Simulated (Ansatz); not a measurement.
Working through energies of removing a hydrogen of CH5GeI, SMILES [CH3][GeH2][I]

With Ansatz 0.2.0, Python API.

The script reads `ch5gei.xyz`:
```text
8

C    -0.54350    0.79970   -0.28760
Ge    0.36860   -0.80370    0.07730
I     1.88210   -0.43280    2.04480
H     0.20640    1.66140   -0.54010
H    -1.18800    1.12690    0.57130
H    -1.26740    0.70250   -1.16650
H     1.23540   -1.20190   -1.15900
H    -0.60150   -1.90930    0.40390
```

Notebook, run cell by cell (the value of a cell's last expression is shown):

In [1]:
```python
import ansatz as az
```

In [2]:
```python
def single_point(molecule, charge=0, unpaired=0):
    calc = molecule.calculation().basis(gaussian="def2-SVP").functional("b3lyp")
    if charge:
        calc = calc.charge(charge)
    if unpaired:
        calc = calc.spin("collinear", total=unpaired)
    report = calc.run(threads=1).report
    if report["published_state_doubts"]:
        print("  doubts:", report["published_state_doubts"])
    return report["free_energy_ev"]
```

In [3]:
```python
def without(molecule, index):
    rest = az.Crystal.molecule()
    for i, site in enumerate(molecule.cartesian_sites):
        if i != index:
            rest = rest.atom(site.symbol, site.position_ang)
    return rest
```

In [4]:
```python
system = az.Crystal.molecule_from_extxyz("ch5gei.xyz")
```

In [5]:
```python
whole = single_point(system, 0)
hydrogen = single_point(az.Crystal.molecule().atom("H", (0, 0, 0)), 0, 1)
print(f"E(molecule) = {whole:.5f} eV, E(H) = {hydrogen:.5f} eV")
for index in [5, 7]:
    radical = single_point(without(system, index), 0, 1)
    print(f"H{index}: homolysis {96.485332 * (radical + hydrogen - whole):.1f} kJ/mol")
```
```text
E(molecule) = -65734.58724 eV, E(H) = -13.63995 eV
H5: homolysis 465.9 kJ/mol
H7: homolysis 351.6 kJ/mol
```

Caveats:
- These settings explore the input space; basis and method may be short of convergence.
- The geometry is a force-field or estimated start, not a minimum of this method, and the basis set is short of its limit. All parts are taken at fixed geometry, without zero-point energy.
- def2 sets replace the cores of elements past krypton by effective core potentials.
- b3lyp holds the VWN-RPA fit, as in Gaussian; the form of ORCA and Turbomole is b3lyp5.
- The spin-orbit lowering of heavy atoms is left out.
- Timing: 22 s on 1 thread of Arm Neoverse V1, with other jobs on the host, peak memory 0.34 GiB.

(Lines on the test bed's own set-up are left out of the output.)
